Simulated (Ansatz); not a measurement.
# The gallium atom (doublet): density functionals in cc-pVQZ, part 2 of 2

Ansatz 0.2.0, Gaussian basis; cc-pVQZ, all electrons in the functionals, frozen cores in the correlation of double hybrids and RPA. The steps go on from the part before.

### 11 r2SCAN0 (unrestricted)

The input, in.yaml:

```yaml
crystal:
  periodic: [false, false, false]
  atoms:
    - {symbol: Ga, position_ang: [0.000000, 0.000000, 0.000000]}
basis:
  gaussian: {orbitals: cc-pVQZ}
magnetization: {spin_polarized: true, initial_magnetization: 1}
hamiltonian: {xc: {name: r2SCAN0}}
```

Run with:

```
$ ansatz run in.yaml --threads 1 --pin off --events-out ev --progress --plain --max-ram 2393MiB
```

Log, shortened:

```text
Functional definition: r2SCAN0
  name "r2SCAN0"
  cite "Bursch, Neugebauer, Ehlert & Grimme, J. Chem. Phys. 156, 134105 (2022) doi:10.1063/5.0086040"
  cite "Furness, Kaplan, Ning, Perdew & Sun, J. Phys. Chem. Lett. 11, 8208 (2020) doi:10.1021/acs.jpclett.0c02405"
  cite "Furness, Kaplan, Ning, Perdew & Sun, J. Phys. Chem. Lett. 11, 9248 (2020) doi:10.1021/acs.jpclett.0c03077"
  parent r2scan
[...]
505 factors; their error is unknown
[...]
mean field -52376.62175763 eV, -1924.8053474437 hartree, gradient 4.0e-5 eV, S^2 0.756752; 0 other end points of the search recorded, 0 dependent functions left out
reference -52376.62177219 eV, -1924.8053479788 hartree; 16, 15 occupied and 52, 53 virtual orbitals, 505 factors
Total energy: -52376.62177219 eV, -1924.8053479788 hartree
```

Run time: 1.9 s. Hardware: 1 thread of Arm Neoverse V2, shared host.

From the report: ⟨S²⟩ of the determinant 0.757 (pure doublet: 0.75).

### 12 BHLYP (unrestricted)

Edit in.yaml of step 11 so:

```diff
@@ -7,2 +7,2 @@
 magnetization: {spin_polarized: true, initial_magnetization: 1}
-hamiltonian: {xc: {name: r2SCAN0}}
+hamiltonian: {xc: {name: BHLYP}}
```

The command is unchanged.

Log:

```text
Functional definition: BHLYP
  name "BHLYP"
  cite "Becke, J. Chem. Phys. 98, 1372 (1993) doi:10.1063/1.464304"
  cite "Becke, Phys. Rev. A 38, 3098 (1988) doi:10.1103/PhysRevA.38.3098"
  cite "Lee, Yang & Parr, Phys. Rev. B 37, 785 (1988) doi:10.1103/PhysRevB.37.785"
  parameter a = 0.5
  exchange = (1 - a)*b88_x + a*exact_x
  correlation = lyp_c
518 factors; their error is unknown
mean field evaluation 1: about -52376.4481 eV, gradient 4.6e0 eV
mean field evaluation 2: about -52376.5014 eV, gradient 3.7e0 eV
mean field evaluation 4: about -52376.5286 eV, gradient 7.1e-2 eV
mean field evaluation 8: about -52377.2046 eV, gradient 4.7e-4 eV
mean field -52377.20461449 eV, -1924.8267670382 hartree, gradient 1.6e-5 eV, S^2 0.754067; 0 other end points of the search recorded, 0 dependent functions left out
reference -52377.20472086 eV, -1924.8267709471 hartree; 16, 15 occupied and 52, 53 virtual orbitals, 518 factors
Total energy: -52377.20472086 eV, -1924.8267709471 hartree
```

Run time: 0.87 s. Hardware: 1 thread of Arm Neoverse V2, shared host.

From the report: ⟨S²⟩ of the determinant 0.754 (pure doublet: 0.75).

### 13 CAM-B3LYP (unrestricted)

Edit in.yaml of step 12 so:

```diff
@@ -7,2 +7,2 @@
 magnetization: {spin_polarized: true, initial_magnetization: 1}
-hamiltonian: {xc: {name: BHLYP}}
+hamiltonian: {xc: {name: CAM-B3LYP}}
```

The command is unchanged.

Log, shortened:

```text
Functional definition: CAM-B3LYP
  name "CAM-B3LYP"
  cite "Yanai, Tew & Handy, Chem. Phys. Lett. 393, 51 (2004) doi:10.1016/j.cplett.2004.06.011"
  cite "Iikura, Tsuneda, Yanai & Hirao, J. Chem. Phys. 115, 3540 (2001) doi:10.1063/1.1383587"
  cite "Becke, Phys. Rev. A 38, 3098 (1988) doi:10.1103/PhysRevA.38.3098"
  cite "Lee, Yang & Parr, Phys. Rev. B 37, 785 (1988) doi:10.1103/PhysRevB.37.785"
  cite "Vosko, Wilk & Nusair, Can. J. Phys. 58, 1200 (1980) doi:10.1139/p80-159"
[...]
  # Exact exchange under (alpha + beta erf(omega r))/r, Becke's under what is left of 1/r.
[...]
488 factors; their error is unknown
101 factors; integrals over basis functions are off by at most 7.5e-5 eV
[...]
mean field -52380.98512800 eV, -1924.9656983470 hartree, gradient 1.1e-5 eV, S^2 0.753331; 0 other end points of the search recorded, 0 dependent functions left out
reference -52380.98520402 eV, -1924.9657011408 hartree; 16, 15 occupied and 52, 53 virtual orbitals, 488 factors
Total energy: -52380.98520402 eV, -1924.9657011408 hartree
```

Run time: 0.96 s. Hardware: 1 thread of Arm Neoverse V2, shared host.

From the report: ⟨S²⟩ of the determinant 0.753 (pure doublet: 0.75).

### 14 wB97X-V (unrestricted)

Edit in.yaml of step 13 so:

```diff
@@ -7,2 +7,2 @@
 magnetization: {spin_polarized: true, initial_magnetization: 1}
-hamiltonian: {xc: {name: CAM-B3LYP}}
+hamiltonian: {xc: {name: wB97X-V}}
```

Launched as before.

Log, shortened:

```text
Functional definition: wB97X-V
  name "wB97X-V"
  cite "Mardirossian & Head-Gordon, Phys. Chem. Chem. Phys. 16, 9904 (2014) doi:10.1039/C3CP54374A"
  cite "Becke, J. Chem. Phys. 107, 8554 (1997) doi:10.1063/1.475007"
  cite "Vydrov & Van Voorhis, J. Chem. Phys. 133, 244103 (2010) doi:10.1063/1.3521275"
[...]
      + integral(e_c_pw_opposite_spin*poly(b97_u_opposite, cos0, cos1)) + vv10(b, c)
478 factors; their error is unknown
84 factors; integrals over basis functions are off by at most 1.6e-4 eV
[...]
mean field -52372.72528588 eV, -1924.6621547480 hartree, gradient 3.2e-5 eV, S^2 0.753645; 0 other end points of the search recorded, 0 dependent functions left out
reference -52372.72528731 eV, -1924.6621548006 hartree; 16, 15 occupied and 52, 53 virtual orbitals, 478 factors
Total energy: -52372.72528731 eV, -1924.6621548006 hartree
```

It took 2.6 s on 1 thread of Arm Neoverse V2, shared host.

From the report: ⟨S²⟩ of the determinant 0.754 (pure doublet: 0.75).

### 15 wB97M-V (unrestricted)

Edit in.yaml of step 14 so:

```diff
@@ -7,2 +7,3 @@
 magnetization: {spin_polarized: true, initial_magnetization: 1}
-hamiltonian: {xc: {name: wB97X-V}}
+hamiltonian: {xc: {name: wB97M-V}}
+output: {orbitals: {seedname: orbitals}}
```

The command is unchanged.

Log, shortened:

```text
Functional definition: wB97M-V
  name "wB97M-V"
  cite "Mardirossian & Head-Gordon, J. Chem. Phys. 144, 214110 (2016) doi:10.1063/1.4952647"
  cite "Becke, J. Chem. Phys. 107, 8554 (1997) doi:10.1063/1.475007"
  cite "Vydrov & Van Voorhis, J. Chem. Phys. 133, 244103 (2010) doi:10.1063/1.3521275"
  # Of w^i u^j: cxij and so on, Table III.
[...]
  gx(w, u) = 1 - cx + cx01*u + cx10*w
  gss(w, u) = css00 + css04*u^4 + css10*w + css20*w^2 + css43*w^4*u^3
  gos(w, u) = cos00 + cos10*w + (cos20 + cos21*u)*w^2 + (cos60 + cos61*u)*w^6
[...]
      + integral(e_c_pw_mod_opposite_spin*gos(b97_w_opposite, b97_u_opposite)) + vv10(b, c)
465 factors; their error is unknown
84 factors; integrals over basis functions are off by at most 1.6e-4 eV
[...]
mean field -52374.98250539 eV, -1924.7451060347 hartree, gradient 2.4e-5 eV, S^2 0.752535; 0 other end points of the search recorded, 0 dependent functions left out
reference -52374.98253651 eV, -1924.7451071785 hartree; 16, 15 occupied and 52, 53 virtual orbitals, 465 factors
Total energy: -52374.98253651 eV, -1924.7451071785 hartree
```

Run time: 3.2 s. Hardware: 1 thread of Arm Neoverse V2, shared host.

From the report: ⟨S²⟩ of the determinant 0.753 (pure doublet: 0.75).

### 16 HSE06 (unrestricted)

Edit in.yaml of step 15 so:

```diff
@@ -7,3 +7,2 @@
 magnetization: {spin_polarized: true, initial_magnetization: 1}
-hamiltonian: {xc: {name: wB97M-V}}
-output: {orbitals: {seedname: orbitals}}
+hamiltonian: {xc: {name: HSE06}}
```

Same command.

Log, shortened:

```text
Functional definition: HSE06
  name "HSE06"
  cite "Heyd, Scuseria & Ernzerhof, J. Chem. Phys. 118, 8207 (2003) doi:10.1063/1.1564060"
  cite "Krukau, Vydrov, Izmaylov & Scuseria, J. Chem. Phys. 125, 224106 (2006) doi:10.1063/1.2404663"
  cite "Heyd & Scuseria, J. Chem. Phys. 120, 7274 (2004) doi:10.1063/1.1668634"
  cite "Ernzerhof & Perdew, J. Chem. Phys. 109, 3313 (1998) doi:10.1063/1.476928"
  cite "Perdew, Burke & Ernzerhof, Phys. Rev. Lett. 77, 3865 (1996) doi:10.1103/PhysRevLett.77.3865"
  parent pbe
[...]
  # The whole range is PBE's own exchange, as in plane waves. The composition of these papers is wPBEh.
[...]
505 factors; their error is unknown
29 factors; integrals over basis functions are off by at most 1.9e-5 eV
[...]
mean field -52370.81816390 eV, -1924.5920693077 hartree, gradient 1.5e-5 eV, S^2 0.753776; 1 other end points of the search recorded, 0 dependent functions left out
reference -52370.81819706 eV, -1924.5920705263 hartree; 16, 15 occupied and 52, 53 virtual orbitals, 505 factors
Total energy: -52370.81819706 eV, -1924.5920705263 hartree
```

It took 1.7 s on 1 thread of Arm Neoverse V2, shared host.

From the report: ⟨S²⟩ of the determinant 0.754 (pure doublet: 0.75).

### 17 B2PLYP (unrestricted)

Edit in.yaml of step 16 so:

```diff
@@ -7,2 +7,3 @@
 magnetization: {spin_polarized: true, initial_magnetization: 1}
-hamiltonian: {xc: {name: HSE06}}
+hamiltonian: {xc: {name: B2PLYP}}
+correlation: {electrons: outside_noble_gas}
```

Launched as before.

Log, shortened:

```text
Functional definition: B2PLYP
  name "B2PLYP"
  cite "Grimme, J. Chem. Phys. 124, 034108 (2006) doi:10.1063/1.2148954"
  cite "Becke, Phys. Rev. A 38, 3098 (1988) doi:10.1103/PhysRevA.38.3098"
  cite "Lee, Yang & Parr, Phys. Rev. B 37, 785 (1988) doi:10.1103/PhysRevB.37.785"
[...]
437 factors; integrals over basis functions are off by at most 1.7e-4 eV
[...]
mean field -52366.22899692 eV, -1924.4234205320 hartree, gradient 2.0e-6 eV, S^2 0.755193; 0 other end points of the search recorded, 0 dependent functions left out
14 core orbitals not correlated: weight in the atoms' cores, before any rotation towards them, 1.000 or more for the frozen orbitals, at most 0.000 for the correlated occupied ones
reference -52366.22909652 eV, -1924.4234241921 hartree; 2, 1 occupied and 52, 53 virtual orbitals, 437 factors
second order -1.27047243 eV of doubles, -0.00000000 eV of singles
Total energy: -52366.57212408 eV, -1924.4360302223 hartree
```

Wall time 1.4 s (1 thread of Arm Neoverse V2, shared host).

From the report: ⟨S²⟩ of the determinant 0.755 (pure doublet: 0.75).

### 18 PBE-QIDH (unrestricted)

Edit in.yaml of step 17 so:

```diff
@@ -7,3 +7,3 @@
 magnetization: {spin_polarized: true, initial_magnetization: 1}
-hamiltonian: {xc: {name: B2PLYP}}
+hamiltonian: {xc: {name: PBE-QIDH}}
 correlation: {electrons: outside_noble_gas}
```

The command is unchanged.

Log, shortened:

```text
Functional definition: PBE-QIDH
  name "PBE-QIDH"
  cite "Brémond, Sancho-García, Pérez-Jiménez & Adamo, J. Chem. Phys. 141, 031101 (2014) doi:10.1063/1.4890314"
  cite "Perdew, Burke & Ernzerhof, Phys. Rev. Lett. 77, 3865 (1996) doi:10.1103/PhysRevLett.77.3865"
[...]
437 factors; integrals over basis functions are off by at most 1.7e-4 eV
[...]
mean field -52359.61055233 eV, -1924.1801971794 hartree, gradient 4.6e-6 eV, S^2 0.758059; 0 other end points of the search recorded, 0 dependent functions left out
14 core orbitals not correlated: weight in the atoms' cores, before any rotation towards them, 1.000 or more for the frozen orbitals, at most 0.000 for the correlated occupied ones
reference -52359.61056256 eV, -1924.1801975552 hartree; 2, 1 occupied and 52, 53 virtual orbitals, 437 factors
second order -1.15297481 eV of doubles, -0.00000000 eV of singles
Total energy: -52359.99488749 eV, -1924.1943212361 hartree
```

Wall time 1.4 s (1 thread of Arm Neoverse V2, shared host).

From the report: ⟨S²⟩ of the determinant 0.758 (pure doublet: 0.75).

### 19 RPA-PBE

The input, in.yaml:

```yaml
crystal:
  periodic: [false, false, false]
  atoms:
    - {symbol: Ga, position_ang: [0.000000, 0.000000, 0.000000]}
basis:
  gaussian: {orbitals: cc-pVQZ}
magnetization: {spin_polarized: true, initial_magnetization: 1}
hamiltonian: {xc: {name: PBE}}
correlation: {method: rpa, electrons: outside_noble_gas}
```

Same command.

Log, shortened:

```text
Functional definition: PBE
  name "PBE"
  cite "Perdew, Burke & Ernzerhof, Phys. Rev. Lett. 77, 3865 (1996) doi:10.1103/PhysRevLett.77.3865"
  parent pbe
[...]
437 factors; integrals over basis functions are off by at most 1.7e-4 eV
[...]
mean field -52369.81150505 eV, -1924.5550752776 hartree, gradient 8.5e-6 eV, S^2 0.752333; 3 other end points of the search recorded, 0 dependent functions left out
14 core orbitals not correlated: weight in the atoms' cores, before any rotation towards them, 0.999 or more for the frozen orbitals, at most 0.000 for the correlated occupied ones
reference -52334.15587187 eV, -1923.2447549262 hartree; 2, 1 occupied and 52, 53 virtual orbitals, 437 factors
Total energy: -52336.91613277 eV, -1923.3461926433 hartree
```

Run time: 2.1 s. Hardware: 1 thread of Arm Neoverse V2, shared host.

From the report: ⟨S²⟩ of the determinant 0.752 (pure doublet: 0.75).

### 20 Side by side

```tsv
functional	energy (eV)	⟨S²⟩	time
SPW92	-52295.0997	0.751	0.87 s
PBE	-52369.8115	0.752	1.1 s
BLYP	-52379.9396	0.752	1.4 s
revPBE	-52374.0411	0.753	1.1 s
r2SCAN	-52377.2840	0.756	3 s
B97M-V	-52367.5681	0.752	4.8 s
PBE0	-52370.8284	0.754	1.4 s
B3LYP	-52379.2406	0.752	1.4 s
r2SCANh	-52377.0126	0.756	3.1 s
r2SCAN0	-52376.6218	0.757	1.9 s
BHLYP	-52377.2047	0.754	0.87 s
CAM-B3LYP	-52380.9852	0.753	0.96 s
wB97X-V	-52372.7253	0.754	2.6 s
wB97M-V	-52374.9825	0.753	3.2 s
HSE06	-52370.8182	0.754	1.7 s
B2PLYP	-52366.5721	0.755	1.4 s
PBE-QIDH	-52359.9949	0.758	1.4 s
RPA-PBE	-52336.9161	0.752	2.1 s
```

Orbital levels of the runs that wrote orbitals: PBE HOMO -2.96, LUMO -2.70 eV; PBE0 HOMO -3.80, LUMO -1.92 eV; wB97M-V HOMO -5.45, LUMO -0.22 eV.

### 21 Outcome

This closing draws on all 2 parts.

| quantity | value |
| --- | --- |
| spread of total energies | 85.9 eV |
| quickest, slowest | SPW92 0.87 s, B97M-V 4.8 s |

Total energies of different functionals can't be ranked; only differences within one functional count. These atomic energies are the zero for atomisation energies at the same level.
